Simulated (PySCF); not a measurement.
**Changing the system itself: InSb (triplet)**

One physical setting of the base script is moved in each run, with the edits that it forces.

Computed with PySCF 2.14.0. Level: each script names its method and basis.

5 further runs of the same task are left out: 1 for a known fault of the program, 4 that didn't finish.

## Step 1: Starting geometry

InSb (triplet): 2 atoms, charge 0, spin multiplicity 3.

Bond lengths: In1–Sb2 2.893 Å.

## Step 2: Base script

input.py reads:

```python
from pyscf import gto, dft

mol = gto.M(
    atom='In 0 0 0; Sb 0 0 2.893',
    basis='3-21g',
    charge=0,
    spin=2,
    verbose=4,
)
mf = dft.UKS(mol, xc='pbe')
mf.kernel()
mf.dip_moment()
print('orbital energies (hartree):', [e[max(0, n-3):n+3].round(4) for e, n in zip(mf.mo_energy, mol.nelec)])
```

Run with:

```
> OMP_NUM_THREADS=1 python input.py
```

Its log is not repeated here.

It gives: E(SCF) = -12004.351767 Eh, 11 cycles, ⟨S²⟩ = 2.004, μ = 1.38 D.

No relativity is included for the heavy element. The bond length is a typed value, not an optimised one. The triplet is typed in the script; nothing here shows that it is the ground state.

## Step 3: Bond 2.314 Å

Variant 1 changes bond length: 2.893 Å → 2.314 Å.

input.py reads:

```python
from pyscf import gto, dft

mol = gto.M(
    atom='In 0 0 0; Sb 0 0 2.314',
    basis='3-21g',
    charge=0,
    spin=2,
    verbose=4,
)
mf = dft.UKS(mol, xc='pbe')
mf.kernel()
mf.dip_moment()
print('orbital energies (hartree):', [e[max(0, n-3):n+3].round(4) for e, n in zip(mf.mo_energy, mol.nelec)])
```

Run with:

```
> OMP_NUM_THREADS=1 python input.py
```

## Step 4: Charge -1 (quartet)

Variant 2 changes charge: 0 → -1; spin (2S): 2 → 3.

input.py: that of step 2 with these lines changed.

```diff
@@ -5,4 +5,4 @@
     basis='3-21g',
-    charge=0,
-    spin=2,
+    charge=-1,
+    spin=3,
     verbose=4,
```

**Question.** What will these runs give? Wanted: for each run, E(SCF); from base; gap, α spin; SCF dipole.

**Answer**, as computed:

| run | E(SCF) (hartree) | from base (eV) | cycles | gap, α spin (eV) | SCF dipole (D) |
| --- | --- | --- | --- | --- | --- |
| base | -12004.351767 | 0 | 11 | 2.10 | 1.38 |
| bond 2.314 Å | -12004.299637 | +1.4185 | 11 | 2.59 | 1.25 |
| charge -1 (quartet) | -12004.360200 | -0.2295 | 11 | 0.32 | n/a |

What this shows: At the SCF level, adding an electron (to the quartet) releases 0.23 eV at fixed geometry.
